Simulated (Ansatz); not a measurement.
Geometry optimisation, DFT LDA, scalar-relativistic, plane waves, PAW (Ansatz).

The input (input.yaml):

```yaml
crystal:
  lattice:
    - [6.62, 0.0, 0.0]
    - [0.0, 6.62, 0.0]
    - [0.0, 0.0, 6.62]
  atoms:
    - { symbol: Ta, position: [0.0, 0.0, 0.0] }
    - { symbol: Ta, position: [0.5, 0.0, 0.0] }
    - { symbol: Ta, position: [0.0, 0.5, 0.0] }
    - { symbol: Ta, position: [0.0, 0.0, 0.5] }
    - { symbol: Ta, position: [0.25, 0.25, 0.25] }
    - { symbol: Ta, position: [0.5, 0.5, 0.0] }
    - { symbol: Ta, position: [0.5, 0.0, 0.5] }
    - { symbol: Ta, position: [0.75, 0.25, 0.25] }
    - { symbol: Ta, position: [0.0, 0.5, 0.5] }
    - { symbol: Ta, position: [0.25, 0.75, 0.25] }
    - { symbol: Ta, position: [0.25, 0.25, 0.75] }
    - { symbol: Ta, position: [0.5, 0.5, 0.5] }
    - { symbol: Ta, position: [0.75, 0.75, 0.25] }
    - { symbol: Ta, position: [0.75, 0.25, 0.75] }
    - { symbol: Ta, position: [0.25, 0.75, 0.75] }
    - { symbol: Ta, position: [0.75, 0.75, 0.75] }
    - { symbol: Li, position: [0.7541791, 0.3762491, -0.005897] }
basis:
  ecutwfc: 420.0
kpoints:
  mp_grid: { grid: [3, 3, 3] }
hamiltonian:
  xc: lda
scf:
  occupations: { method: fermi_dirac, width: 0.15 }
  lower_state_search: "off"
relax:
  f_tol: 0.03
  max_steps: 60
  adjacent_minimum: "off"
output:
  write_density: true
  write_potential: true
  elf: true
  volumetric_format: npy
```

Run as:

```bash
$ ansatz run input.yaml --threads 4 --pin off --max-ram 10240MiB --backend cpu --events-out ev --progress --plain --runs-dir out
```

Task: Where does it end, and by what steps?

Result: The forces met the threshold. The force dipped under the threshold on the way, but the program's further checks kept it going. Limits of this set-up: coarse k mesh, a small cell, in which the defect meets its images, a typed lattice constant that wasn't relaxed here. After 5 steps the energy has fallen by 3.564 eV; Ta14 moved furthest, 0.32 Å.

```json
{"step": "0", "energy less start (eV)": "0.0000", "largest force component (eV/Å)": "5.822", "accepted": "yes"}
{"step": "1", "energy less start (eV)": "-2.4482", "largest force component (eV/Å)": "2.447", "accepted": "yes"}
{"step": "2", "energy less start (eV)": "-3.4745", "largest force component (eV/Å)": "0.519", "accepted": "yes"}
{"step": "3", "energy less start (eV)": "-3.5309", "largest force component (eV/Å)": "0.285", "accepted": "yes"}
{"step": "4", "energy less start (eV)": "-3.5643", "largest force component (eV/Å)": "0.023", "accepted": "yes"}
{"step": "5", "energy less start (eV)": "-3.5643", "largest force component (eV/Å)": "0.023", "accepted": "yes"}
```

```xyz
17
Lattice="6.6200 0.0000 0.0000 0.0000 6.6200 0.0000 0.0000 0.0000 6.6200" Properties=species:S:1:pos:R:3
Ta -0.035 0.051 -0.002
Ta 3.349 0.052 -0.002
Ta 0.269 3.481 -0.002
Ta 0.040 -0.077 3.307
Ta 1.656 1.669 1.663
Ta 3.045 3.479 -0.002
Ta 3.273 -0.077 3.307
Ta 4.966 1.488 1.919
Ta 0.012 3.297 3.308
Ta 1.657 5.043 1.691
Ta 1.656 1.669 4.953
Ta 3.301 3.296 3.308
Ta 4.967 4.914 1.616
Ta 4.966 1.485 4.695
Ta 1.657 5.043 4.925
Ta 4.967 4.915 5.000
Li 4.968 2.483 -0.005
```

Whether the end is a true minimum wasn't checked by a vibrational analysis.

Run time: 57 s on 4 threads of Intel(R) Xeon(R) Platinum 8375C CPU @ 2.90GHz (Ice Lake) (shared host), peak memory 1.3 GiB.
